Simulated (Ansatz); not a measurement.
The system is Cs2InAgBr6.

```
CELL_PARAMETERS angstrom
0.00000 5.61200 5.61200
5.61200 0.00000 5.61200
5.61200 5.61200 0.00000
ATOMIC_POSITIONS crystal
Cs 0.25000 0.25000 0.25000
Cs 0.75000 0.75000 0.75000
In 0.00000 0.00000 0.00000
Ag 0.50000 0.50000 0.50000
Br 0.75599 0.75599 0.24400
Br 0.75599 0.24400 0.75599
Br 0.24400 0.75599 0.24400
Br 0.24400 0.75599 0.75599
Br 0.24400 0.24400 0.75599
Br 0.75599 0.24400 0.24400
```

The cell comes from a database or a generator and needn't be the stable form of this composition.

```yaml
Program: Ansatz 0.2.0
Task: relaxation of cell and atoms
Functional: PBEsol
Potentials_or_basis: Ansatz PAW
Cutoff: "420 eV (not typed: the program's choice for these potentials)"
k_mesh: 4 × 4 × 4
Occupations: fermi-dirac, width 0.05 eV
Spin: no spin polarisation
```

At the start: volume 35.35 Å³/atom.

**Question.** How do energy, volume and symmetry change on relaxing?

**Answer.** It ends after 6 steps and the volume is 32.50 Å³/atom (-8.1 %); space group Fm-3m (No. 225, to 0.05 Å).

Step by step:
```
step  energy change (eV)  largest force (eV/Å)  volume (Å³)
   1              0.0000                0.0102       353.49
   2             -0.1519                0.0995       335.84
   3             -0.1738                0.1653       320.86
   4             -0.1870                0.0221       325.40
   5             -0.1873                0.0012       324.97
   6             -0.1842                0.0008       324.97
```

Final structure:
```xyz
10
Lattice="0.0000 5.4568 5.4568 5.4568 0.0000 5.4568 5.4568 5.4568 0.0000" Properties=species:S:1:pos:R:3 pbc="T T T"
Cs    2.7284    2.7284    2.7284
Cs    8.1852    8.1852    8.1852
In    0.0000    0.0000    0.0000
Ag    5.4568    5.4568    5.4568
Br    5.4568    5.4568    8.2194
Br    5.4568    8.2194    5.4568
Br    5.4568    2.6942    5.4568
Br    8.2194    5.4568    5.4568
Br    5.4568    5.4568    2.6942
Br    2.6942    5.4568    5.4568
```

Caveat: the plane-wave basis is chosen anew once the cell has moved, so the energies of steps on either side of that aren't comparable; the PAW data sets come from PBE, with cores solved anew for the run's functional, which leaves a small shift of forces and pressure.
